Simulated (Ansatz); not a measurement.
# BP: the cost of one run

Method: DFT PBE, scalar-relativistic, plane waves, PAW, in Ansatz 0.2.0.

2 further runs of the same task are left out: 2 set aside as unsound or not needed.

### Step 1. The structure to begin with

Symmetry: F-43m, No. 216, cubic system. Conventional cell: a = 4.548 Å, b = 4.548 Å, c = 4.548 Å, α = 90.00°, β = 90.00°, γ = 90.00°. Around B (site symmetry -43m) lie 4 P at 1.97 Å. P (site symmetry -43m) is surrounded by 4 B at 1.97 Å.

Coordinates:

```cif
data_structure
_symmetry_space_group_name_H-M 'P 1'
_symmetry_Int_Tables_number 1
_cell_length_a 3.2162
_cell_length_b 3.2162
_cell_length_c 3.2162
_cell_angle_alpha 60.000
_cell_angle_beta 60.000
_cell_angle_gamma 60.000
_cell_volume 23.52
loop_
_atom_site_label
_atom_site_type_symbol
_atom_site_fract_x
_atom_site_fract_y
_atom_site_fract_z
_atom_site_occupancy
B1 B 0.00000 0.00000 0.00000 1
P1 P 0.25000 0.25000 0.25000 1
```

This cell was relaxed beforehand with the same method: volume 11.76 Å³/atom, gap on the mesh 1.25 eV.

### Step 2. Strained cells: the elastic tensor

Input file input.yaml:

```yaml
crystal:
  lattice:
    - [0.0, 2.2741906454, 2.2741906454]
    - [2.2741906454, 0.0, 2.2741906454]
    - [2.2741906454, 2.2741906454, 0.0]
  atoms:
    - { symbol: B, position: [0.0, 0.0, 0.0] }
    - { symbol: P, position: [0.25, 0.25, 0.25] }
basis:
  ecutwfc: 420
kpoints:
  mp_grid: { grid: [10, 10, 10] }
hamiltonian:
  xc: pbe
scf:
  occupations: { method: fixed }
output:
  forces: true
  stress: true
  eigenvalues: true
  polarization: {}
elastic:
  mode: relaxed_ion
  stencil: two_point
```

The run is started by

```bash
$ ansatz run input.yaml --threads 1 --pin off --max-ram 2560MiB --backend cpu --events-out ev --progress --plain --runs-dir out
```

What time and memory should one allow on 1 thread of Intel Xeon Platinum 8259CL at 2.50GHz (Skylake/Cascade Lake), shared host?

About 46 s, with a peak of 0.39 GiB.
